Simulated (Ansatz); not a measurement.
# CH₃CdClO: taking an electron away

The task here is to estimate one member of a computed series from the others.

Computed with Ansatz 0.2.0, Gaussian basis. Level: unrestricted cation, the program's frozen cores in correlated methods.

The runs, in order: UKS PBE-D4/def2-TZVPP; UKS r2SCAN-D4/def2-TZVPP; UKS PBE0-D4/def2-TZVPP; UKS B3LYP-D4/def2-TZVPP; UKS wB97X-V/def2-TZVPP; UKS wB97M-V/def2-TZVPP; UKS B2PLYP/def2-TZVPP; UHF-CCSD(T)/def2-TZVPP; UHF-MP2/def2-QZVPP; extrapolation to the limit; then −ε(HOMO) from the neutral's earlier runs with LDA (SPW92), PBE-D4, revPBE-D4, BLYP-D4, r2SCAN-D4, B97M-V, PBE0-D4, B3LYP-D4, r2SCANh-D4, r2SCAN0-D4, HSE06-D4, BHLYP-D4, CAM-B3LYP-D4, LC-ωPBE, ωB97X-V, ωB97M-V.

## The geometry

The geometry comes from an earlier relaxation with PBE0-D4 in a triple-zeta def2 set; it is a stationary point, not always the lowest conformer. Cd takes the def2 core potential; no spin-orbit term is included.

SMILES `C[O][Cd][Cl]`, 7 atoms, charge 0, spin multiplicity 1.

Atoms are counted from 1 here; the program's logs count them from 0.

Bond lengths: C1–O2 1.402 Å, C1–H5 1.099 Å, C1–H6 1.099 Å, C1–H7 1.096 Å, O2–Cd3 1.962 Å, Cd3–Cl4 2.264 Å. Angles: O2–C1–H5 113.2°, O2–C1–H6 113.2°, O2–C1–H7 107.9°, H5–C1–H6 107.7°, H5–C1–H7 107.2°, H6–C1–H7 107.2°, C1–O2–Cd3 122.5°, O2–Cd3–Cl4 175.8°.

The first run:

File in.yaml:

```yaml
crystal:
  periodic: [false, false, false]
  atoms:
    - {symbol: C, position_ang: [0.763657, 0.871593, 0.170443]}
    - {symbol: O, position_ang: [0.087351, -0.152983, 0.846663]}
    - {symbol: Cd, position_ang: [-1.151902, -1.375146, -0.058742]}
    - {symbol: Cl, position_ang: [-2.606267, -2.860187, -0.956463]}
    - {symbol: H, position_ang: [1.429715, 0.502057, -0.621951]}
    - {symbol: H, position_ang: [0.088522, 1.613538, -0.278774]}
    - {symbol: H, position_ang: [1.388945, 1.401127, 0.898834]}
basis:
  gaussian: {orbitals: def2-TZVPP}
total_charge: 1
magnetization: {spin_polarized: true, initial_magnetization: 1}
hamiltonian: {xc: pbe, dispersion: d4}
```

Launch:

```
$ ansatz run in.yaml --threads 2 --pin off --events-out ev --progress --plain --max-ram 32768MiB --backend cpu
```

Steps of the session up to this table: Cation, UKS PBE-D4/def2-TZVPP; Cation, UKS r2SCAN-D4/def2-TZVPP; Cation, UKS PBE0-D4/def2-TZVPP; Cation, UKS B3LYP-D4/def2-TZVPP; Cation, UKS wB97X-V/def2-TZVPP; Cation, UKS wB97M-V/def2-TZVPP; Cation, UKS B2PLYP (frozen core)/def2-TZVPP; Cation, UHF-CCSD(T)/def2-TZVPP; Cation, UHF-MP2/def2-QZVPP.

One table of the session follows, with a row left open; its other results are not shown here.

Orbital estimates, from the neutral's runs:

| functional | −ε(HOMO) (eV) |
| --- | --- |
| LDA (SPW92) | 6.21 |
| PBE-D4 | 6.01 |
| revPBE-D4 | 5.94 |
| BLYP-D4 | 5.94 |
| r2SCAN-D4 | 6.30 |
| B97M-V | 6.40 |
| PBE0-D4 | 7.50 |
| B3LYP-D4 | 7.29 |
| r2SCANh-D4 | 6.86 |
| r2SCAN0-D4 | 7.71 |
| HSE06-D4 | 7.10 |
| BHLYP-D4 | ? |
| CAM-B3LYP-D4 | 8.96 |
| LC-ωPBE | 10.25 |
| ωB97X-V | 9.94 |
| ωB97M-V | 9.88 |

**Question.** Estimate the row for BHLYP-D4.

Worked estimate for «−ε(HOMO) (eV)». Against the share of exact exchange, BLYP-D4 (0, 5.94), B3LYP-D4 (0.2, 7.29) give a slope of 6.75 per unit share; at 0.5 the line stands at 9.31.

As computed: −ε(HOMO) (eV): 8.97. In «−ε(HOMO) (eV)» the line misses by +0.34.
